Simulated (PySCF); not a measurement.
# DyF2: other functionals and bases at one geometry

One table from this session's results is given with a row withheld; the runs are named, their logs left out.

Program: PySCF 2.14.0. Level of theory: several levels, as the steps say, no spin–orbit coupling. These are calculated values, not measurements.

1 further run of the same task is left out (for a known fault of the program).

## Where the work starts

3 atoms, charge 0, spin multiplicity 1.

Bond lengths: Dy1–F2 2.096 Å, Dy1–F3 2.096 Å. Angles: F2–Dy1–F3 125.0°.

Geometry (Å):

```mol
DyF2
  3D, bonds by distance, orders not assigned

  3  2  0  0  0  0  0  0  0  0999 V2000
    0.0000   -0.0000   -0.2107 Dy  0  0
    1.8592   -0.0000    0.7578 F   0  0
   -1.8592    0.0000    0.7578 F   0  0
  1  2  8  0
  1  3  8  0
M  END
```

Formal oxidation states: Dy +2. Each metal's 10 4f electrons lie in its core potential, so multiplicities, spins and levels count the valence alone. An earlier session relaxed this geometry at PBE0, Dy lcecp-0-SVP with ECP56, F def2-SVP (singlet, point group C2v).

At PBE0 on the finer grid: E = -230.389310 Eh, frontier levels not given, since the 4f levels lie in the core, Mulliken charge on Dy1 +1.06 e, largest force component 0.001 eV/Å. 

Levels to run: BP86; CAM-B3LYP; PBE0, TZVP. Hardware: 2 threads of Arm Neoverse V1, shared host.

The first run:

File run.py (the lines that set the calculation):

```python
mol = gto.M(atom='''
Dy     0.00000     0.00000    -0.21069
F      1.85924     0.00000     0.75777
F     -1.85924     0.00000     0.75777''',
    basis={'Dy': 'lcecp-0-SVP', 'F': 'def2-SVP'},
    ecp={'Dy': 'lcecp-0-SVP'},
    charge=0, spin=0)
mf = dft.RKS(mol, xc='B88,P86')
mf.grids.atom_grid = (75, 302)  # f atoms: unpruned, at least (60, 302)
mf = mf.density_fit()  # fitting sets: Dy AutoAux, F def2-universal-JKFIT
mf.conv_tol = 1e-08; mf.max_cycle = 55
mf.kernel(dm0)  # dm0: the density of the relaxed state
```

Run with:

```console
OMP_NUM_THREADS=2 python run.py
```

Among the steps run: BP86; CAM-B3LYP; PBE0, TZVP.

One of the session's tables, all rows but one given; the rest of the session is left out.

```
              level  charge on Dy1 (e)  dipole (D)  largest force component (eV/Å)
PBE0 (relaxed here)               1.06        6.10                            0.00
               BP86                  ?           ?                               ?
          CAM-B3LYP               1.04        6.13                            0.03
         PBE0, TZVP               1.28        6.39                            0.06
```

Estimate the missing values for BP86.

The run gave: charge on Dy1 (e): 0.93; dipole (D): 5.70; largest force component (eV/Å): 0.23. In the column «charge on Dy1 (e)» it is the lowest.

The largest leftover force, 0.23 eV/Å with BP86, stands at a geometry relaxed at another level. With 4f in the core, its levels are missing from HOMO and gap, and its count is fixed, so no charge can pass from the ligands into it. Total energies of different levels can't be compared.
